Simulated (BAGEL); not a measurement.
# triplet ZnAlH3O at 3 levels

Aim: a comparison of 3 runs (ROHF/6-31G*, UHF/6-31G*, ROHF/def2-SVPD) of triplet ZnAlH3O. 

The calculation is run with BAGEL 1.2.2.

10 further runs of the same task are left out: 2 for a known fault of the program, 8 that didn't finish. Runs told in other sessions of the task aren't counted.

### Step 1. The structure to begin with

ZnAlH3O has 6 atoms, charge 0, and is taken as a triplet. As SMILES of the parent species, `[OH][AlH][ZnH]`. The shape comes from GFN2-xTB, which is rough for such elements, and wasn't checked as a minimum. This is one conformer, not always the lowest. That shape belongs to the parent species and isn't relaxed for this state.

Bond lengths: O1–Al2 1.650 Å, Al2–Zn3 2.463 Å, O1–H4 0.950 Å, Al2–H5 1.565 Å, Zn3–H6 1.604 Å. Angles: O1–Al2–Zn3 113.5°, O1–Al2–H5 117.7°, Zn3–Al2–H5 128.8°, Al2–O1–H4 173.7°, Al2–Zn3–H6 170.5°.

### Step 2. A single-point energy at ROHF/6-31G(d) (density fitting with qzvpp-jkfit, spherical functions) (run 1)

Input file calc.json:

```json
{ "bagel": [

{
  "title": "molecule",
  "basis": "6-31gs.json",
  "df_basis": "qzvpp-jkfit",
  "angstrom": true,
  "geometry": [
    { "atom": "O", "xyz": [   -1.340940,   -0.558630,   -0.769130 ] },
    { "atom": "Al", "xyz": [   -0.108520,    0.521700,   -0.580810 ] },
    { "atom": "Zn", "xyz": [    1.366890,    0.005720,    1.322370 ] },
    { "atom": "H", "xyz": [   -2.077920,   -1.126140,   -0.962690 ] },
    { "atom": "H", "xyz": [   -0.008870,    1.697680,   -1.609220 ] },
    { "atom": "H", "xyz": [    2.169360,   -0.540320,    2.599480 ] }
  ]
},
{
  "title": "rohf",
  "nopen": 2
},
{
  "title": "print",
  "file": "orbitals.molden",
  "orbitals": true
}

]}
```

The basis set 6-31G* is read from a file made from the Basis Set Exchange's data (not shown).

Command:

```sh
$ BAGEL_NUM_THREADS=1 BAGEL calc.json > calc.out
```

The log of the run:

```text
* using 1 threads per process

  ===============================================================
  ===============================================================

  *** Geometry ***

  { "atom" : "O", "xyz" : [     -2.534009,     -1.055658,     -1.453445 ] },
  { "atom" : "Al", "xyz" : [     -0.205073,      0.985870,     -1.097572 ] },
  { "atom" : "Zn", "xyz" : [      2.583048,      0.010809,      2.498917 ] },
  { "atom" : "H", "xyz" : [     -3.926700,     -2.128096,     -1.819220 ] },
  { "atom" : "H", "xyz" : [     -0.016762,      3.208150,     -3.040985 ] },
  { "atom" : "H", "xyz" : [      4.099496,     -1.021057,      4.912305 ] },

  Number of auxiliary basis functions:      523

  Since a DF basis is specified, we compute 2- and 3-index integrals:
    o Being stored without compression. Storage requirement is 0.022 GB

  Number of basis functions:       72
  Number of electrons      :       54

    * METHOD: MOLECULE                             0.30

  *** Open-shell HF ***

  === Nuclear Repulsion ===
   187.6812030773

      * DIIS with orbital gradients will be used.

  === ROHF iteration (6-31gs.json) ===
      0      -2095.65480758          0.04515327           0.14
      1      -2095.77961445          0.03479660           0.13
      2      -2095.84576227          0.02388217           0.14
[... 20 lines of this table left out ...]
     23      -2095.90521695          0.00000001           0.14
    * SCF iteration converged.

    * S^2 (ROHF) is 2.0000

    * Permanent dipole moment:
           (    0.273559,     0.044012,     0.213956) a.u.

    * METHOD: ROHF                                 3.58

    * METHOD: PRINT                                0.01

  ===============================================================
```

It took 4.2 s on 1 thread of Arm Neoverse V1, shared host; peak memory 0.11 GiB.

### Step 3. The energy at UHF/6-31G(d) (density fitting with qzvpp-jkfit, spherical functions) (run 2)

Input file input.json:

```json
{ "bagel" : [

{
  "title" : "molecule",
  "basis" : "6-31gs.json",
  "df_basis" : "qzvpp-jkfit",
  "angstrom" : "true",
  "geometry" : [
    { "atom" : "O", "xyz" : [   -1.340940,   -0.558630,   -0.769130 ] },
    { "atom" : "Al", "xyz" : [   -0.108520,    0.521700,   -0.580810 ] },
    { "atom" : "Zn", "xyz" : [    1.366890,    0.005720,    1.322370 ] },
    { "atom" : "H", "xyz" : [   -2.077920,   -1.126140,   -0.962690 ] },
    { "atom" : "H", "xyz" : [   -0.008870,    1.697680,   -1.609220 ] },
    { "atom" : "H", "xyz" : [    2.169360,   -0.540320,    2.599480 ] }
  ]
},
{
  "title" : "uhf",
  "nopen" : 2
},
{
  "title" : "print",
  "file" : "orbitals.molden",
  "orbitals" : "true"
}

]}
```

The basis set 6-31G* is read from a file made from the Basis Set Exchange's data (not shown).

Command:

```sh
$ BAGEL_NUM_THREADS=1 BAGEL input.json > input.out
```

The log of the run:

```text
* using 1 threads per process

  ===============================================================
  ===============================================================

  *** Geometry ***

  { "atom" : "O", "xyz" : [     -2.534009,     -1.055658,     -1.453445 ] },
  { "atom" : "Al", "xyz" : [     -0.205073,      0.985870,     -1.097572 ] },
  { "atom" : "Zn", "xyz" : [      2.583048,      0.010809,      2.498917 ] },
  { "atom" : "H", "xyz" : [     -3.926700,     -2.128096,     -1.819220 ] },
  { "atom" : "H", "xyz" : [     -0.016762,      3.208150,     -3.040985 ] },
  { "atom" : "H", "xyz" : [      4.099496,     -1.021057,      4.912305 ] },

  Number of auxiliary basis functions:      523

  Since a DF basis is specified, we compute 2- and 3-index integrals:
    o Being stored without compression. Storage requirement is 0.022 GB

  Number of basis functions:       72
  Number of electrons      :       54

    * METHOD: MOLECULE                             0.30

  *** Open-shell HF ***

  === Nuclear Repulsion ===
   187.6812030773

      * DIIS with orbital gradients will be used.

  === UHF iteration (6-31gs.json) ===
      0      -2095.65480758          0.04515327           0.14
      1      -2095.78539426          0.03462767           0.14
      2      -2095.85049641          0.02367795           0.13
[... 23 lines of this table left out ...]
     26      -2095.90668893          0.00000001           0.14
    * SCF iteration converged.

    * S^2 (UHF) is 2.0081

    * Permanent dipole moment:
           (    0.259608,     0.053516,     0.191973) a.u.

    * METHOD: UHF                                  3.84

    * METHOD: PRINT                                0.01

  ===============================================================
```

Run time: 4.5 s. Hardware: 1 thread of Arm Neoverse V1, shared host; peak memory 0.11 GiB.

### Step 4. The energy at ROHF/def2-SVPD (density fitting with qzvpp-jkfit) (run 3)

Input file job.json:

```json
{ "bagel" : [

{
  "title" : "molecule",
  "basis" : "def2-svpd.json",
  "df_basis" : "qzvpp-jkfit",
  "angstrom" : "true",
  "geometry" : [
    { "atom" : "O", "xyz" : [   -1.340940,   -0.558630,   -0.769130 ] },
    { "atom" : "Al", "xyz" : [   -0.108520,    0.521700,   -0.580810 ] },
    { "atom" : "Zn", "xyz" : [    1.366890,    0.005720,    1.322370 ] },
    { "atom" : "H", "xyz" : [   -2.077920,   -1.126140,   -0.962690 ] },
    { "atom" : "H", "xyz" : [   -0.008870,    1.697680,   -1.609220 ] },
    { "atom" : "H", "xyz" : [    2.169360,   -0.540320,    2.599480 ] }
  ]
},
{
  "title" : "rohf",
  "nopen" : 2
},
{
  "title" : "print",
  "file" : "orbitals.molden",
  "orbitals" : "true"
}

]}
```

The basis set def2-SVPD is read from a file made from the Basis Set Exchange's data (not shown).

Command:

```sh
$ BAGEL_NUM_THREADS=1 BAGEL job.json > job.out
```

The log of the run:

```text
* using 1 threads per process

  ===============================================================
  ===============================================================

  *** Geometry ***

  { "atom" : "O", "xyz" : [     -2.534009,     -1.055658,     -1.453445 ] },
  { "atom" : "Al", "xyz" : [     -0.205073,      0.985870,     -1.097572 ] },
  { "atom" : "Zn", "xyz" : [      2.583048,      0.010809,      2.498917 ] },
  { "atom" : "H", "xyz" : [     -3.926700,     -2.128096,     -1.819220 ] },
  { "atom" : "H", "xyz" : [     -0.016762,      3.208150,     -3.040985 ] },
  { "atom" : "H", "xyz" : [      4.099496,     -1.021057,      4.912305 ] },

  Number of auxiliary basis functions:      523

  Since a DF basis is specified, we compute 2- and 3-index integrals:
    o Being stored without compression. Storage requirement is 0.046 GB

  Number of basis functions:      105
  Number of electrons      :       54

    * METHOD: MOLECULE                             0.31

  *** Open-shell HF ***

  === Nuclear Repulsion ===
   187.6812030773

      * DIIS with orbital gradients will be used.

  === ROHF iteration (def2-svpd.json) ===
      0      -2095.45147099          0.04301855           0.22
      1      -2095.39090085          0.06078227           0.22
      2      -2095.53580988          0.04478285           0.22
[... 23 lines of this table left out ...]
     26      -2095.89157631          0.00000001           0.23
    * SCF iteration converged.

    * S^2 (ROHF) is 2.0000

    * Permanent dipole moment:
           (    0.231727,     0.134178,     0.095665) a.u.

    * METHOD: ROHF                                 6.25

    * METHOD: PRINT                                0.03

  ===============================================================
```

Wall time 6.9 s (1 thread of Arm Neoverse V1, shared host); peak memory 0.16 GiB.

### Step 5. Overview of the runs

```tsv
run	level	energy (Eh)	dipole moment (D)	⟨S²⟩	wall time
1	ROHF/6-31G* (density fitting with qzvpp-jkfit, spherical functions)	-2095.905217	0.89	2.000	4.2 s
2	UHF/6-31G* (density fitting with qzvpp-jkfit, spherical functions)	-2095.906689	0.83	2.008	4.5 s
3	ROHF/def2-SVPD (density fitting with qzvpp-jkfit)	-2095.891576	0.72	2.000	6.9 s
```

### Step 6. Outcome

```
            quantity           value
 run 3: total energy  -2095.89158 Eh
run 3: dipole moment          0.72 D
         run 3: ⟨S²⟩           2.000
```

The dipole moment (its size) runs from 0.72 D (ROHF/def2-SVPD) to 0.89 D (ROHF/6-31G*). All runs together took 16 s, the longest 6.9 s.
